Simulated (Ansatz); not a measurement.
Turn this script for Ansatz 0.2.0, Python API into the input file that the command-line program reads.

Script `ch6clsi2_opt.py`:
```python
# -*- coding: utf-8 -*-
"""Geometry optimisation of CH6ClSi2."""

import itertools
import warnings

import ansatz as az
from ase.data import atomic_numbers, covalent_radii
import numpy as np

warnings.simplefilter("ignore", az.DeckWarning)

system = (
    az.Crystal.molecule()
    .atom("C", (-0.7375, 1.2717, -0.706))
    .atom("Si", (-0.453, -0.4988, -0.7696))
    .atom("Si", (1.1636, -1.0375, 0.7261))
    .atom("Cl", (-2.1142, -1.4987, -0.374))
    .atom("H", (0.1146, 1.8895, -0.9687))
    .atom("H", (-1.139, 1.65, 0.2674))
    .atom("H", (-1.5264, 1.5979, -1.4431))
    .atom("H", (1.5384, -2.4765, 0.6783))
    .atom("H", (0.7953, -0.6559, 2.1651))
    .atom("H", (2.4414, -0.2929, 0.4273))
)

job = system.calculation().basis(gaussian="def2-SVP").functional("pbe0").spin("collinear", total=1)
symbols = [site.symbol for site in system.cartesian_sites]
start = np.array([site.position_ang for site in system.cartesian_sites], dtype=float)
def progress(event):
    if event["event"] == "relax_step":
        row = event["data"]
        print(f"step {row['step']:3d}  E = {row['lagrangian_ev']:.6f} eV  largest force component {row['allowed_force_max_ev_ang']:.4f} eV/A")


rep = job.relax(force_tolerance=0.005).session().plan().execute(on_event=progress).report
end = np.array(rep["positions_ang"])

print("reference energy %16.6f eV" % rep["reference_energy_ev"])
print("total energy     %16.6f eV" % rep["free_energy_ev"])
print("occupied orbitals outside the frozen core (up, down):", rep["n_occupied"], " frozen:", rep["n_frozen"], " virtual:", rep["n_virtual"])

# pairs closer than 1.2 times the sum of covalent radii, before or after
radius = [covalent_radii[atomic_numbers[s]] for s in symbols]
span = lambda where, i, j: np.linalg.norm(where[i] - where[j])
bonded = [(i, j) for i, j in itertools.combinations(range(len(symbols)), 2) if min(span(start, i, j), span(end, i, j)) < 1.2 * (radius[i] + radius[j])]
print("pair        before    after (A)")
for i, j in bonded:
    print(f"{symbols[i]}{i}-{symbols[j]}{j}".ljust(10), f"{span(start, i, j):8.4f} {span(end, i, j):8.4f}")
for first, second in list(itertools.combinations(bonded, 2)):
    shared = set(first) & set(second)
    if shared and symbols[(j := shared.pop())] != "H":
        i, k = sorted((set(first) | set(second)) - {j})
        u, v = end[i] - end[j], end[k] - end[j]
        angle = np.degrees(np.arccos(np.clip(u @ v / np.linalg.norm(u) / np.linalg.norm(v), -1, 1)))
        print(f"final angle {symbols[i]}{i}-{symbols[j]}{j}-{symbols[k]}{k}: {angle:.2f} deg")

charges = rep["charge_distribution"]
dipole = np.array(charges["dipole_moment_e_ang"]) * 4.803205
print("dipole (D): {:.3f} {:.3f} {:.3f}, length {:.3f}".format(*dipole, np.linalg.norm(dipole)))
print("atom  Mulliken   Lowdin")
for symbol, m, l in zip(symbols, charges["mulliken_charges_e"], charges["lowdin_charges_e"]):
    print(f"{symbol:4s} {m:9.3f} {l:8.3f}")
with open("ch6clsi2_opt.xyz", "w") as handle:
    handle.write(f"{len(symbols)}\nrelaxed CH6ClSi2\n")
    handle.writelines(f"{s:2s} {x:11.6f} {y:11.6f} {z:11.6f}\n" for s, (x, y, z) in zip(symbols, end))
```

`python ch6clsi2_opt.py` gives:
```text
step   1  E = -29390.892787 eV  largest force component 2.3991 eV/A
step   2  E = -29391.171472 eV  largest force component 1.1210 eV/A
step   3  E = -29391.211162 eV  largest force component 0.3466 eV/A
step   4  E = -29391.217451 eV  largest force component 0.0839 eV/A
step   5  E = -29391.218166 eV  largest force component 0.0146 eV/A
step   6  E = -29391.218465 eV  largest force component 0.0270 eV/A
step   7  E = -29391.218563 eV  largest force component 0.0172 eV/A
step   8  E = -29391.218631 eV  largest force component 0.0069 eV/A
step   9  E = -29391.218641 eV  largest force component 0.0042 eV/A
reference energy    -29391.218670 eV
total energy        -29391.218670 eV
occupied orbitals outside the frozen core (up, down): [29, 28]  frozen: 0  virtual: [69, 70]
pair        before    after (A)
C0-Si1       1.7943   1.8815
C0-H4        1.0848   1.1013
C0-H5        1.1188   1.1023
C0-H6        1.1279   1.1006
Si1-Si2      2.2673   2.3464
Si1-Cl3      1.9789   2.0919
Si2-H7       1.4878   1.4932
Si2-H8       1.5336   1.4981
Si2-H9       1.5088   1.4965
final angle Si1-C0-H4: 110.14 deg
final angle Si1-C0-H5: 110.53 deg
final angle Si1-C0-H6: 110.61 deg
final angle C0-Si1-Si2: 114.89 deg
final angle C0-Si1-Cl3: 108.36 deg
final angle H4-C0-H5: 108.72 deg
final angle H4-C0-H6: 108.49 deg
final angle H5-C0-H6: 108.29 deg
final angle Si2-Si1-Cl3: 107.66 deg
final angle Si1-Si2-H7: 109.02 deg
final angle Si1-Si2-H8: 112.01 deg
final angle Si1-Si2-H9: 108.82 deg
final angle H7-Si2-H8: 109.04 deg
final angle H7-Si2-H9: 109.19 deg
final angle H8-Si2-H9: 108.73 deg
dipole (D): 0.854 1.607 -0.204, length 1.831
atom  Mulliken   Lowdin
C       -0.349   -0.162
Si       0.313    0.058
Si       0.161    0.165
Cl      -0.272    0.047
H        0.086    0.025
H        0.098    0.026
H        0.096    0.024
H       -0.038   -0.058
H       -0.043   -0.061
H       -0.053   -0.064
```

`input.yaml`:
```yaml
crystal:
  periodic: [false, false, false]
  atoms:
    - { symbol: C, position_ang: [-0.7375, 1.2717, -0.706] }
    - { symbol: Si, position_ang: [-0.453, -0.4988, -0.7696] }
    - { symbol: Si, position_ang: [1.1636, -1.0375, 0.7261] }
    - { symbol: Cl, position_ang: [-2.1142, -1.4987, -0.374] }
    - { symbol: H, position_ang: [0.1146, 1.8895, -0.9687] }
    - { symbol: H, position_ang: [-1.139, 1.65, 0.2674] }
    - { symbol: H, position_ang: [-1.5264, 1.5979, -1.4431] }
    - { symbol: H, position_ang: [1.5384, -2.4765, 0.6783] }
    - { symbol: H, position_ang: [0.7953, -0.6559, 2.1651] }
    - { symbol: H, position_ang: [2.4414, -0.2929, 0.4273] }
basis:
  gaussian:
    orbitals: def2-SVP
hamiltonian:
  xc: pbe0
magnetization:
  spin_polarized: true
  initial_magnetization: 1.0
relax:
  f_tol: 0.005
```

Reading the output:
- Total energies depend on the basis set; only differences at equal settings carry meaning.
- The end point is the stationary point reached from this start; no frequency run checks that it is a minimum, and the basis set is modest.
- The run takes the species as open-shell (spin multiplicity 2), which needn't be its ground state.
- The Löwdin charges here are taken after orthogonalising the functions within each atom; they differ from plain Löwdin charges, and their signs can be unphysical.
- Run time: 79 s on 1 thread of Arm Neoverse V1, with other jobs on the host, peak memory 0.36 GiB.

(Lines on the test bed's own set-up are left out of the output.)
